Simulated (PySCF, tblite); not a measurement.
# C₇H₅FN₂: geometry, infrared bands and NMR shifts

What infrared bands and NMR shifts should C₇H₅FN₂ (`C#Cc1nnc(C)cc1F`) show?

Programs: tblite 0.8.0 and PySCF 2.14.0, with density-fitted response routines of our own. Each step states its level of theory. These are calculated values for one molecule in the gas phase, unless marked as measured. Atoms are numbered from 0 throughout.

### Step 1. The starting structure

15 atoms, charge 0, multiplicity 1; geometry from: force field or distance geometry start.

Bonds of the start (Å): C0–C1 1.19, C1–C2 1.44, C2–N3 1.36, N3–N4 1.37, N4–C5 1.34, C5–C6 1.50, C5–C7 1.38, C7–C8 1.39, C8–F9 1.35, C8–C2 1.38, C0–H10 1.08, C6–H11 1.09, C6–H12 1.09, C6–H13 1.09, C7–H14 1.08.

### Step 2. Optimising the geometry with GFN2-xTB

The job: settings as JSON, then the geometry in Å.

```
{"job": {"kind": "relax", "xc": "GFN2-xTB", "basis": "xTB"}, "charge": 0, "multiplicity": 1}
C     -3.877100    -0.145900    -1.115300
C     -2.727600    -0.073000    -0.830300
C     -1.331300    -0.001200    -0.471400
N     -0.560000     0.676600    -1.356000
N      0.781500     0.790000    -1.081800
C      1.309900     0.248300     0.027200
C      2.785200     0.421500     0.248600
C      0.537000    -0.435500     0.944500
C     -0.818800    -0.564200     0.675600
F     -1.608000    -1.225100     1.545700
H     -4.918700    -0.199800    -1.381700
H      3.236500     0.983400    -0.563200
H      3.269700    -0.557400     0.312700
H      2.970200     0.959000     1.183400
H      0.947000    -0.868600     1.840200
```

Launch:

```sh
OMP_NUM_THREADS=1 python probes_run.py task.json out
```

One launch serves the whole session: the jobs run in the order shown.

**Question.** This job is followed by: GFN2-xTB harmonic vibrations, gas phase; GIAO PBE0/pcSseg-1 NMR shielding, non-relativistic, gas phase. What will the session give for the following? strongest single infrared mode (GFN2-xTB); zero-point energy (GFN2-xTB); 13C shifts against TMS (PBE0/pcSseg-1); 1H shifts against TMS (PBE0/pcSseg-1, means over atoms taken as alike); 15N shifts against NH3 (PBE0/pcSseg-1); 19F shifts against CFCl3 (PBE0/pcSseg-1).

As calculated:

```
                                                              quantity                                             value
                             strongest single infrared mode (GFN2-xTB)                              1548 cm⁻¹, 82 km/mol
                                          zero-point energy (GFN2-xTB)                                     63.4 kcal/mol
                                13C shifts against TMS (PBE0/pcSseg-1)  175.6, 162.6, 140.3, 115.6, 98.2, 80.6, 25.1 ppm
1H shifts against TMS (PBE0/pcSseg-1, means over atoms taken as alike)                              7.08, 3.38, 3.02 ppm
                                15N shifts against NH3 (PBE0/pcSseg-1)                                  489.1, 447.9 ppm
                              19F shifts against CFCl3 (PBE0/pcSseg-1)                                        -119.0 ppm
```

What this shows: Relaxing lowered the energy by 0.273 eV in 24 steps; the close pair that moved most is N3–N4, from 1.374 to 1.291 Å. No mode is imaginary among the 39: a minimum at this level. The strongest single mode, at 1548 cm⁻¹, is spread over many atoms; the largest shares are those of C8, C7. GFN2-xTB is a fitted tight-binding method: band positions and strengths are rough. Its intensities can rank the bands wrongly. At PBE0/pcSseg-1: The widest tensor belongs to N3: span 918 ppm, with a paramagnetic part of -545 ppm. NICS(1)zz of -25 ppm above the planar ring from C2 marks a diatropic (aromatic) ring current.
